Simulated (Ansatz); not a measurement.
# Si4NH11: taking an electron away

One table from this session's results is given with a row withheld; the runs are named, their logs left out.

The runs use Ansatz 0.2.0, Gaussian basis; unrestricted cation, the program's frozen cores in correlated methods.

Levels to be run: UKS PBE-D4/def2-TZVPP; UKS r2SCAN-D4/def2-TZVPP; UKS PBE0-D4/def2-TZVPP; UKS B3LYP-D4/def2-TZVPP; UKS wB97X-V/def2-TZVPP; UKS wB97M-V/def2-TZVPP; UKS B2PLYP/def2-TZVPP; UHF-CCSD(T)/def2-TZVPP; UHF-MP2/def2-QZVPP; extrapolation to the limit; then −ε(HOMO) from the neutral's earlier runs with LDA (SPW92), PBE-D4, revPBE-D4, BLYP-D4, r2SCAN-D4, B97M-V, PBE0-D4, B3LYP-D4, r2SCANh-D4, r2SCAN0-D4, HSE06-D4, BHLYP-D4, CAM-B3LYP-D4, LC-ωPBE, ωB97X-V, ωB97M-V.

### The relaxed structure

All runs share one geometry, relaxed beforehand with PBE0-D4 in a triple-zeta def2 set.

SMILES `[SiH3][SiH2]N[SiH2][SiH3]`, 16 atoms, charge 0, spin multiplicity 1.

Atoms are counted from 1 here; the program's logs count them from 0.

Bond lengths: Si1–Si2 2.343 Å, Si1–H6 1.488 Å, Si1–H7 1.491 Å, Si1–H8 1.488 Å, Si2–N3 1.729 Å, Si2–H9 1.493 Å, Si2–H10 1.488 Å, N3–Si4 1.732 Å, N3–H11 1.011 Å, Si4–Si5 2.342 Å, Si4–H12 1.494 Å, Si4–H13 1.491 Å, Si5–H14 1.487 Å, Si5–H15 1.490 Å, Si5–H16 1.487 Å. Angles: Si2–Si1–H6 110.7°, Si2–Si1–H7 109.7°, Si2–Si1–H8 110.9°, H6–Si1–H7 108.2°, H6–Si1–H8 109.0°, H7–Si1–H8 108.3°, Si1–Si2–N3 110.5°, Si1–Si2–H9 108.8°, Si1–Si2–H10 110.4°, N3–Si2–H9 113.0°, N3–Si2–H10 106.8°, H9–Si2–H10 107.2°, Si2–N3–Si4 129.3°, Si2–N3–H11 115.4°, Si4–N3–H11 115.0°, N3–Si4–Si5 111.6°, N3–Si4–H12 112.1°, N3–Si4–H13 109.5° and more.

Geometry (Å):

```xyz
16
charge 0, multiplicity 1
Si   -1.1717   -2.8399   -0.4131
Si    0.3419   -1.2194    0.3427
N     0.6870   -0.0813   -0.9122
Si    0.8328    1.6422   -0.8203
Si   -0.0630    2.4781    1.1752
H    -2.4886   -2.2239   -0.7295
H    -0.6464   -3.4767   -1.6544
H    -1.3681   -3.9028    0.6103
H     1.5629   -1.9055    0.8612
H    -0.2436   -0.4496    1.4741
H     0.9237   -0.4828   -1.8097
H     2.2537    2.0922   -0.9190
H     0.1194    2.2652   -1.9723
H     0.7080    2.0294    2.3651
H     0.0169    3.9638    1.0991
H    -1.4880    2.0883    1.3471
```

Set-up of the first run:

in.yaml reads:

```yaml
crystal:
  periodic: [false, false, false]
  atoms:
    - {symbol: Si, position_ang: [-1.171720, -2.839920, -0.413067]}
    - {symbol: Si, position_ang: [0.341900, -1.219397, 0.342750]}
    - {symbol: N, position_ang: [0.687009, -0.081289, -0.912220]}
    - {symbol: Si, position_ang: [0.832827, 1.642223, -0.820340]}
    - {symbol: Si, position_ang: [-0.062967, 2.478091, 1.175228]}
    - {symbol: H, position_ang: [-2.488641, -2.223918, -0.729460]}
    - {symbol: H, position_ang: [-0.646366, -3.476653, -1.654351]}
    - {symbol: H, position_ang: [-1.368051, -3.902764, 0.610281]}
    - {symbol: H, position_ang: [1.562942, -1.905470, 0.861187]}
    - {symbol: H, position_ang: [-0.243589, -0.449594, 1.474137]}
    - {symbol: H, position_ang: [0.923711, -0.482764, -1.809725]}
    - {symbol: H, position_ang: [2.253676, 2.092221, -0.919039]}
    - {symbol: H, position_ang: [0.119412, 2.265155, -1.972256]}
    - {symbol: H, position_ang: [0.708037, 2.029400, 2.365090]}
    - {symbol: H, position_ang: [0.016876, 3.963753, 1.099110]}
    - {symbol: H, position_ang: [-1.487956, 2.088326, 1.347075]}
basis:
  gaussian: {orbitals: def2-TZVPP}
total_charge: 1
magnetization: {spin_polarized: true, initial_magnetization: 1}
hamiltonian: {xc: pbe, dispersion: d4}
```

The run is started by

```bash
$ ansatz run in.yaml --threads 2 --pin off --events-out ev --progress --plain --max-ram 32768MiB --backend cuda --devices 0, --max-vram 18GiB
```

Steps of the session up to this table: Cation, UKS PBE-D4/def2-TZVPP; Cation, UKS r2SCAN-D4/def2-TZVPP; Cation, UKS PBE0-D4/def2-TZVPP; Cation, UKS B3LYP-D4/def2-TZVPP; Cation, UKS wB97X-V/def2-TZVPP; Cation, UKS wB97M-V/def2-TZVPP; Cation, UKS B2PLYP (frozen core)/def2-TZVPP; Cation, UHF-CCSD(T)/def2-TZVPP; Cation, UHF-MP2/def2-QZVPP.

One of the session's tables, all rows but one given; the rest of the session is left out.

Orbital estimates, from the neutral's runs:

```
  functional  −ε(HOMO) (eV)
 LDA (SPW92)           6.19
      PBE-D4           6.11
   revPBE-D4              ?
     BLYP-D4           5.99
   r2SCAN-D4           6.38
      B97M-V           6.56
     PBE0-D4           7.34
    B3LYP-D4           7.13
  r2SCANh-D4           6.84
  r2SCAN0-D4           7.52
    HSE06-D4           6.94
    BHLYP-D4           8.48
CAM-B3LYP-D4           8.65
     LC-ωPBE           9.96
     ωB97X-V           9.65
     ωB97M-V           9.50
```

Estimate the missing values for revPBE-D4.

**Answer.** −ε(HOMO) (eV): 6.07. In the column «−ε(HOMO) (eV)» it lies between BLYP-D4 (5.99) and PBE-D4 (6.11).
